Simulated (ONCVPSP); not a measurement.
# H: generating and testing an ONCV potential

Task: generate the file, and judge it by its errors in other configurations, its logarithmic derivatives, its ghosts and its cutoff.

Program: ONCVPSP 4.0.1. Reference atom: Wu-Cohen, scalar-relativistic, spherical and spin-unpolarised. All values are calculated.

## Step 1: The atom and the settings

The settings as typed:

```
element                 : hydrogen (H, Z = 1)
type                    : optimised norm-conserving Vanderbilt (ONCV)
frozen core             : none
valence charge          : 1
reference configuration : 1s1
partial waves           : 1s: rc 0.90 bohr, ncon 3, nbas 7, qcut 9.2 1/bohr, 2 projectors, debl 1.5 Ha; p scattering state at 0.03 Ha: rc 0.85 bohr, ncon 5, nbas 8, qcut 9.7 1/bohr, 1 projector
local potential         : polynomial inside 0.80 bohr (lpopt 2, dvloc0 -1 Ha)
core correction         : not asked for
```

The outer shells as boxes (Hund's rule for the drawing; the calculation is spin-unpolarised):

```
1s [↑ ]
```

## Step 2: Generating the potential

Contents of H.dat:

```
# ATOM AND REFERENCE CONFIGURATION
# atsym  z   nc   nv     iexc    psfile
  H 1.00    0    1  -118130      upf
#
#   n    l    f
    1    0    1.00
#
# PSEUDOPOTENTIAL AND OPTIMIZATION
# lmax
    1
#
#   l,   rc,      ep,       ncon, nbas, qcut
    0    0.90    0.00    3    7    9.20
    1    0.85    0.03    5    8    9.70
#
# LOCAL POTENTIAL
# lloc, lpopt,  rc(5),   dvloc0
    4    2    0.80   -1.00
#
# VANDERBILT-KLEINMAN-BYLANDER PROJECTORs
# l, nproj, debl
    0    2    1.50
    1    1    3.10
#
# MODEL CORE CHARGE
# icmod, fcfact, rcfact
    0    0.00    0.00
#
# LOG DERIVATIVE ANALYSIS
# epsh1, epsh2, depsh
   -2.00    5.00    0.02
#
# OUTPUT GRID
# rlmax, drl
    6.00    0.01
#
# TEST CONFIGURATIONS
# ncnf
    1
# nvcnf
#   n    l    f
    1
    1    0    0.50
#
```

On the command line:

```sh
oncvpsp.x < H.dat > H.out
```

Before running it: what results should come out? Wanted: cutoffs for 1 and 0.1 mHa per electron, occupied waves; bound ghosts; GHOST(+) flags; largest test error; largest phase difference near zero energy, channels read.

**Answer**, as computed:

| quantity | value |
| --- | --- |
| cutoffs for 1 and 0.1 mHa per electron, occupied waves | 21 Ha and 31 Ha |
| bound ghosts | none found |
| GHOST(+) flags | none at low energy |
| largest test error (AE − PS) | +0.4 meV, for 1s0.5 |
| largest phase difference near zero energy, channels read | 0.000 rad |

**Reading.** By total energies transferability is very good: the largest error is 0.4 meV on 4.7 eV, for 1s0.5. By its cutoff, 21 Ha for the looser tolerance, it is of middling hardness. It is free of bound ghosts as far as tested. Near zero energy the phases of the channels with partial waves agree within 0.001 rad. All of this concerns the isolated atom, not yet a solid.
